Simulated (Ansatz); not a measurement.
**C₂H₈GeOS: relaxing the structure**

Aim: relax C₂H₈GeOS from a cheap starting geometry.

Computed with Ansatz 0.2.0, Gaussian basis. Level: RKS PBE0-D4/def2-TZVP.

Levels to be run: relaxation at PBE0-D4/def2-TZVP.

2 further runs of the same task are left out: 1 that didn't finish, 1 set aside as unsound or not needed.

## (1) Starting geometry

SMILES `C[O][GeH]([CH3])[SH]`, 13 atoms, charge 0, spin multiplicity 1.

Atoms are counted from 1 here; the program's logs count them from 0.

Bond lengths: C1–O2 1.411 Å, C1–H6 1.092 Å, C1–H7 1.094 Å, C1–H8 1.091 Å, O2–Ge3 1.773 Å, Ge3–C4 1.976 Å, Ge3–S5 2.230 Å, Ge3–H9 1.527 Å, C4–H10 1.087 Å, C4–H11 1.085 Å, C4–H12 1.086 Å, S5–H13 1.327 Å. Angles: O2–C1–H6 111.3°, O2–C1–H7 111.6°, O2–C1–H8 106.9°, H6–C1–H7 108.7°, H6–C1–H8 109.1°, H7–C1–H8 109.1°, C1–O2–Ge3 126.7°, O2–Ge3–C4 101.7°, O2–Ge3–S5 108.4°, O2–Ge3–H9 109.8°, C4–Ge3–S5 114.3°, C4–Ge3–H9 116.4°, S5–Ge3–H9 106.0°, Ge3–C4–H10 109.3°, Ge3–C4–H11 110.0°, Ge3–C4–H12 110.8°, H10–C4–H11 108.5°, H10–C4–H12 109.1° and more.

The start is a GFN2-xTB geometry.

## (2) Relaxation at PBE0-D4/def2-TZVP

File in.yaml:

```yaml
crystal:
  periodic: [false, false, false]
  atoms:
    - {symbol: C, position_ang: [0.077470, -0.808320, -2.077230]}
    - {symbol: O, position_ang: [-0.037810, -0.799240, -0.671010]}
    - {symbol: Ge, position_ang: [0.500010, 0.483270, 0.429150]}
    - {symbol: C, position_ang: [-0.068940, -0.228870, 2.181880]}
    - {symbol: S, position_ang: [-0.508630, 2.382460, -0.159970]}
    - {symbol: H, position_ang: [1.122900, -0.858880, -2.390130]}
    - {symbol: H, position_ang: [-0.379830, 0.078990, -2.524090]}
    - {symbol: H, position_ang: [-0.445260, -1.697690, -2.433260]}
    - {symbol: H, position_ang: [1.996220, 0.726290, 0.247230]}
    - {symbol: H, position_ang: [-1.118870, -0.506440, 2.133450]}
    - {symbol: H, position_ang: [0.509990, -1.111800, 2.430060]}
    - {symbol: H, position_ang: [0.066160, 0.513760, 2.962560]}
    - {symbol: H, position_ang: [-1.713400, 1.826460, -0.128630]}
basis:
  gaussian: {orbitals: def2-TZVP}
hamiltonian: {xc: pbe0, dispersion: d4}
relax: {f_tol: 0.005, max_steps: 150}
```

Started as:

```bash
$ ansatz run in.yaml --threads 2 --pin off --events-out ev --progress --plain --max-ram 22528MiB --backend cuda --devices 0, --max-vram 18GiB
```

Q: Predict the results of all the runs planned. Wanted: point group; shift from the start; total energy; dispersion term; dipole moment.

As calculated:

| quantity | value |
| --- | --- |
| point group | C1 |
| steps | 11 |
| shift from the start (rms) | 0.149 Å |
| total energy | -71593.0262 eV |
| dispersion term | -250 meV |
| dipole moment | 1.02 D |

The relaxed geometry lies 0.15 Å (rms) from the start; the bond that changed most is Ge3–C4, from 1.976 to 1.934 Å. No vibrations were run, so it is not proven to be a minimum. The largest Mulliken charge, +0.45 e, sits on Ge3.
